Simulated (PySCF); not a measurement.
# C8H8O: the cost of one run

Programs: PySCF 2.14.0, with routines of our own; each step states its level. All values are computed. Atoms count from 0.

### Step 1. The system as given

17 atoms, charge 0, multiplicity 1; geometry from: GFN2-xTB.

### Step 2. Magnetic properties: GIAO PBE/pcSseg-1

Job settings and geometry (Å):

```
{"job": {"kind": "mag", "xc": "PBE", "basis": "pcSseg-1", "isotopologues": 0}, "charge": 0, "multiplicity": 1}
O     -2.648063    -1.350985     0.463811
C     -1.695558    -1.232656    -0.571950
C     -0.592631    -0.260084    -0.245540
C     -0.871047     1.070631     0.149506
C      0.114104     1.982708     0.469915
C      1.489537     1.668167     0.431142
C      1.723056     0.387019     0.057511
C      0.738695    -0.526377    -0.258710
C      2.153701    -0.985659    -0.325147
H     -2.191753    -1.601403     1.274816
H     -1.260649    -2.213342    -0.814097
H     -2.261360    -0.880257    -1.439908
H     -1.907169     1.370020     0.204217
H     -0.177722     2.980440     0.762881
H      2.243883     2.398894     0.680907
H      2.524020    -1.652745     0.446221
H      2.611957    -1.142342    -1.295484
```

With the program's defaults for keys left out, this is: GIAO PBE/pcSseg-1 magnetisability, rotational g tensor and spin-rotation constants, non-relativistic, gas phase.

Run with:

```
$ OMP_NUM_THREADS=1 python excited_run.py task.json out
```

One launch serves the whole session: the jobs run in the order shown.

**Question.** How long does this first job take on 1 thread of Arm Neoverse V2, shared host, and how much memory does it need?

About 49 s, with a peak of 0.74 GiB.
